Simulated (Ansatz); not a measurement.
# CH6BNS: the cost of one run

Program: Ansatz 0.2.0. Level of theory: RKS PBE0-D4/6-31G*. These are calculated values, not measurements.

### 1 The starting structure

Bond lengths: C1–B2 1.522 Å, B2–N3 1.509 Å, B2–S4 1.946 Å, C1–H5 1.137 Å, C1–H6 1.164 Å, C1–H7 1.103 Å, N3–H8 1.039 Å, N3–H9 1.106 Å, S4–H10 1.374 Å. Angles: C1–B2–N3 119.3°, C1–B2–S4 120.3°, N3–B2–S4 120.4°, B2–C1–H5 113.7°, B2–C1–H6 111.7°, B2–C1–H7 112.0°, H5–C1–H6 105.7°, H5–C1–H7 107.2°, H6–C1–H7 106.0°, B2–N3–H8 106.9°, B2–N3–H9 107.8°, H8–N3–H9 103.0°, B2–S4–H10 90.4°.

Structure file:

```xyz
10

C    -1.0354    0.5216   -0.6629
B     0.1138   -0.2344   -0.0126
N     0.0145   -0.6190    1.4430
S     1.7041   -0.6803   -1.0417
H    -0.8621    0.7601   -1.7613
H    -1.2246    1.5460   -0.1445
H    -1.9862   -0.0327   -0.5949
H     0.1912   -1.6415    1.4982
H     0.8867   -0.1865    1.9672
H     2.2811    0.5154   -0.6875
```

### 2 End point A

The input, input.yaml:

```yaml
crystal:
  periodic: [false, false, false]
  atoms:
    - { symbol: C, position_ang: [-1.0354, 0.5216, -0.6629] }
    - { symbol: B, position_ang: [0.1138, -0.2344, -0.0126] }
    - { symbol: "N", position_ang: [0.0145, -0.619, 1.443] }
    - { symbol: S, position_ang: [1.7041, -0.6803, -1.0417] }
    - { symbol: H, position_ang: [-0.8621, 0.7601, -1.7613] }
    - { symbol: H, position_ang: [-1.2246, 1.546, -0.1445] }
    - { symbol: H, position_ang: [-1.9862, -0.0327, -0.5949] }
    - { symbol: H, position_ang: [0.1912, -1.6415, 1.4982] }
    - { symbol: H, position_ang: [0.8867, -0.1865, 1.9672] }
    - { symbol: H, position_ang: [2.2811, 0.5154, -0.6875] }
basis:
  gaussian: { orbitals: "6-31G*" }
hamiltonian:
  xc: pbe0
  dispersion: d4
relax:
  f_tol: 0.015
  max_steps: 40
```

Command:

```
$ ansatz run input.yaml --threads 1 --pin off --max-ram 2048MiB --backend cpu --events-out ev --progress --plain --runs-dir out
```

What time and memory should one allow on 1 thread of Arm Neoverse V1, shared host?

About 100 s, with a peak of 0.15 GiB.
